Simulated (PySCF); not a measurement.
# C₃H₃FN₂OS: NMR shifts

What NMR shifts should C₃H₃FN₂OS (`COc1nsc(F)n1`) show?

The runs use PySCF 2.14.0, with density-fitted response routines of our own; the level of theory stands in each step. All values are computed, except where a source is named. Atoms are numbered from 0 throughout.

### Step 1. The molecule as given

11 atoms, charge 0, multiplicity 1; geometry from: GFN2-xTB.

Bonds of the start (Å): C0–O1 1.42, O1–C2 1.32, C2–N3 1.31, N3–S4 1.63, S4–C5 1.74, C5–F6 1.31, C5–N7 1.29, N7–C2 1.36, C0–H8 1.09, C0–H9 1.09, C0–H10 1.09.

### Step 2. NMR shieldings: PBE0/pcSseg-1

What the job is given:

```
{"job": {"kind": "nmr", "xc": "PBE0", "basis": "pcSseg-1"}, "charge": 0, "multiplicity": 1}
C      1.906536     0.268759    -0.118535
O      1.101096    -0.873576     0.133116
C     -0.199338    -0.675725     0.136918
N     -1.015415    -1.674043     0.357223
S     -2.562175    -1.157113     0.307675
C     -2.014075     0.456126    -0.023522
F     -2.837630     1.461568    -0.192706
N     -0.733322     0.557923    -0.085185
H      1.683051     0.691024    -1.100046
H      2.934176    -0.085477    -0.084358
H      1.742520     1.033205     0.643456
```

Method: GIAO PBE0/pcSseg-1 NMR shielding, non-relativistic, gas phase.

Output:

```text
coarse grid: 11040 points
cycle   1  E = -798.0496515351  dE =  1.782e+00  |g| = 7.797e-01  |ddm| = 3.295e+00
cycle   2  E = -797.8443709871  dE =  2.053e-01  |g| = 1.284e+00  |ddm| = 1.287e+00
cycle   3  E = -798.1592031120  dE = -3.148e-01  |g| = 1.732e-01  |ddm| = 9.224e-01
cycle   4  E = -798.1646054007  dE = -5.402e-03  |g| = 8.960e-02  |ddm| = 2.111e-01
cycle   5  E = -798.1662962036  dE = -1.691e-03  |g| = 2.214e-02  |ddm| = 7.748e-02
cycle   6  E = -798.1663899305  dE = -9.373e-05  |g| = 7.843e-03  |ddm| = 2.132e-02
cycle   7  E = -798.1664026415  dE = -1.271e-05  |g| = 1.924e-03  |ddm| = 6.498e-03
cycle   8  E = -798.1664033112  dE = -6.697e-07  |g| = 5.549e-04  |ddm| = 1.773e-03
final grid: 106288 points
cycle   9  E = -798.2293878612  dE = -1.846e-05  |g| = 1.240e-02  |ddm| = 2.357e-02
cycle  10  E = -798.2293399142  dE =  4.795e-05  |g| = 1.985e-02  |ddm| = 2.212e-02
cycle  11  E = -798.2294175977  dE = -7.768e-05  |g| = 1.715e-03  |ddm| = 1.461e-02
cycle  12  E = -798.2294182185  dE = -6.208e-07  |g| = 3.452e-04  |ddm| = 1.289e-03
cycle  13  E = -798.2294182362  dE = -1.765e-08  |g| = 1.734e-04  |ddm| = 3.324e-04
cycle  14  E = -798.2294182424  dE = -6.238e-09  |g| = 4.650e-05  |ddm| = 1.691e-04
cycle  15  E = -798.2294182429  dE = -4.652e-10  |g| = 2.724e-05  |ddm| = 6.921e-05
converged SCF energy = -798.2294182429

GIAO shielding tensors (ppm)
atom      isotropic    diamagn.    paramagn.     s11        s22        s33       span
  0 C      126.674     245.391    -118.717    100.356    102.581    177.085     76.729
  1 O      215.317     394.891    -179.574     83.219    271.050    291.682    208.463
  2 C       17.873     247.427    -229.553    -47.967     46.875     54.712    102.679
  3 N       32.617     327.715    -295.097   -148.986     82.065    164.773    313.758
  4 S      176.858    1055.546    -878.688     15.918    224.027    290.629    274.711
  5 C      -14.388     255.166    -269.554    -92.683     14.348     35.171    127.854
  6 F      242.128     469.428    -227.300     71.461    273.625    381.299    309.838
  7 N       -7.334     335.991    -343.325   -223.860     -3.608    205.465    429.325
  8 H       27.513      29.563      -2.050     23.915     25.497     33.126      9.211
  9 H       27.526      27.837      -0.311     23.226     26.074     33.278     10.053
 10 H       27.505      29.559      -2.054     23.903     25.492     33.120      9.216
```

It took 30 s on 1 thread, shared host.

Shifts follow as δ = σ(reference) − σ, with reference shieldings (ppm) from runs at the same level and on the same kind of geometry: 1H TMS 31.72, 13C TMS 186.9, 19F CFCl3 170.9, 15N NH3 267.7, 17O H2O 336.1, 33S CS2 504. The references are single molecules in the gas phase, so shifts against H2O, NH3, PH3, H3PO4 or CFCl3 are not on the usual liquid scales and can be off by tens of ppm. Atoms listed in one row are averaged.

| atoms | environment | σ (ppm) | δ (ppm) | δ scaled to CDCl3 |
| --- | --- | --- | --- | --- |
| C5 | aromatic carbon bearing fluorine | -14.4 | 201.3 | 190.2 |
| C2 | aromatic carbon bearing oxygen | 17.9 | 169.1 | 163.1 |
| C0 | methyl carbon bonded to O | 126.7 | 60.3 | 56.9 |
| H8, H9, H10 | hydrogen on a methyl carbon bonded to O | 27.51 | 4.20 | 4.07 |
| O1 | ether oxygen | 215.3 | 120.8 | – |
| N7 | pyridine-type nitrogen of an azole | -7.3 | 275.1 | – |
| N3 | pyridine-type nitrogen of an azole | 32.6 | 235.1 | – |
| S4 | aromatic ring sulfur | 177 | 327 | – |
| F6 | aryl fluorine | 242.1 | -71.2 | – |

The scaled column applies a straight-line fit of computed shieldings to shifts measured in CDCl3, with any fitted terms for Cl, Br or S neighbours, and one for carbons that bear F (root-mean-square error 0.16 ppm for H, 1.9 ppm for C).

The run also stored atomic charges by several schemes (e):

| atoms | Mulliken | IAO | Hirshfeld | ESP fit |
| --- | --- | --- | --- | --- |
| C0 | -0.02 | -0.21 | -0.03 | 0.02 |
| O1 | -0.44 | -0.30 | -0.10 | -0.44 |
| C2 | 0.62 | 0.41 | 0.17 | 0.90 |
| N3 | -0.53 | -0.52 | -0.24 | -0.58 |
| S4 | 0.36 | 0.47 | 0.17 | 0.19 |
| C5 | 0.31 | 0.27 | 0.13 | 0.29 |
| F6 | -0.21 | -0.22 | -0.05 | -0.10 |
| N7 | -0.47 | -0.37 | -0.20 | -0.52 |

Mayer bond orders: C0–O1 0.88, O1–C2 1.11, C2–N3 1.56, N3–S4 1.12, S4–C5 1.18, C5–F6 1.03, C5–N7 1.61, N7–C2 1.23.

Ring of atoms C2, N3, S4, C5, N7: NICS(0) -12.2, NICS(1) -9.7, NICS(1)zz -22.2 ppm (means of both faces).

### Step 3. Results

| quantity | value |
| --- | --- |
| 13C shifts against TMS (PBE0/pcSseg-1) | 201.3, 169.1, 60.3 ppm |
| 1H shifts against TMS (PBE0/pcSseg-1, means over atoms taken as alike) | 4.20 ppm |
| 17O shifts against H2O (PBE0/pcSseg-1) | 120.8 ppm |
| 15N shifts against NH3 (PBE0/pcSseg-1) | 275.1, 235.1 ppm |
| 33S shifts against CS2 (PBE0/pcSseg-1) | 327 ppm |
| 19F shifts against CFCl3 (PBE0/pcSseg-1) | -71.2 ppm |

At PBE0/pcSseg-1: The widest tensor belongs to N7: span 429 ppm, with a paramagnetic part of -343 ppm. NICS(1)zz of -22 ppm above the planar ring from C2 marks a diatropic (aromatic) ring current.
